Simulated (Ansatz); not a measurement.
# TiCl2 (singlet): the correlation ladder at a displaced geometry (v2), def2-SVP

One table from this session's results is given with a row withheld; the runs are named, their logs left out.

Method: def2-SVP, core rule «outside noble gas», up to 19 orbitals frozen; program: Ansatz 0.2.0, Gaussian basis.

The runs, in order: UHF; CCSD(T) on RHF; CCSD(T) on UHF; CISD; CCSDT(Q) on RHF; CASSCF and MRCISD+Q, 8 electrons in 8 orbitals; CASSCF and NEVPT2, 8 electrons in 8 orbitals.

12 further runs of the same task are left out: 9 that didn't finish, 3 set aside as unsound or not needed.

### The system

The geometry is a PBE0/def2-TZVP stationary point (not a proven minimum) with its atoms shifted at random (size 0.100 Å).

3 atoms, charge 0, spin multiplicity 1.

Atoms are counted from 1 here; the program's logs count them from 0.

Bond lengths: Ti1–Cl2 2.255 Å, Ti1–Cl3 2.266 Å. Angles: Cl2–Ti1–Cl3 173.6°.

Coordinates:

```xyz
3

Ti    0.0844    0.0052   -0.0050
Cl   -0.0805    0.0136   -2.2543
Cl   -0.0039   -0.0188    2.2594
```

The first run:

in.yaml reads:

```yaml
crystal:
  periodic: [false, false, false]
  atoms:
    - {symbol: Ti, position_ang: [0.084376, 0.005225, -0.005002]}
    - {symbol: Cl, position_ang: [-0.080498, 0.013599, -2.254349]}
    - {symbol: Cl, position_ang: [-0.003878, -0.018825, 2.259351]}
basis:
  gaussian: {orbitals: def2-SVP}
magnetization: {spin_polarized: true, initial_magnetization: 0}
hamiltonian: {xc: hf}
output: {orbitals: {seedname: orbitals}}
```

Launch:

```console
$ ansatz run in.yaml --threads 1 --pin off --events-out ev --progress --plain --max-ram 2393MiB
```

Among the steps run: UHF; CCSD(T) on RHF; CCSD(T) on UHF; CISD; CCSDT(Q) on RHF; CASSCF and MRCISD+Q, 8 electrons in 8 orbitals; CASSCF and NEVPT2, 8 electrons in 8 orbitals.

One of the session's tables, all rows but one given; the rest of the session is left out.

| method | from RCCSDT(Q) (kcal/mol) |
| --- | --- |
| RHF | ? |
| UHF | +206.32 |
| RMP2 | +36.81 |
| UMP2 | +15.12 |
| RCCSD | +11.23 |
| UCCSD | -12.14 |
| RCCSD(T) | +5.07 |
| UCCSD(T) | -19.37 |
| RCCSDT | +2.07 |
| RCCSDT(Q) | 0 |
| NEVPT2 frontier | +32.12 |

Estimate the missing values for RHF.

The run gave: from RCCSDT(Q) (kcal/mol): +229.27. In the column «from RCCSDT(Q) (kcal/mol)» it is the highest.

Not comparable, so not listed: CISD (they don't share determinant, frozen orbitals or solution with the rows shown, or repeat one).

Left out of the table: CASSCF frontier, MRCISD frontier, MRCISD+Q frontier (the active space lost an orbital or holds another state than full CI finds).

Limits of these values: The determinant is far from a pure spin state, so its energy mixes those of several spin states (harmless only where they are near-degenerate, as at dissociation). The report flags that the cluster equations may have other roots. The program flags UCCSD(T), RCCSDT(Q) as in doubt, so the zero of the table is itself unsure. Warnings: restricted reference is unstable; spin contamination. Restricted and unrestricted rows rest on different reference determinants; where their highest levels disagree by more than a few hundredths of an eV, they describe different states and don't form one ladder. Warnings in the runs' records: passed over end.
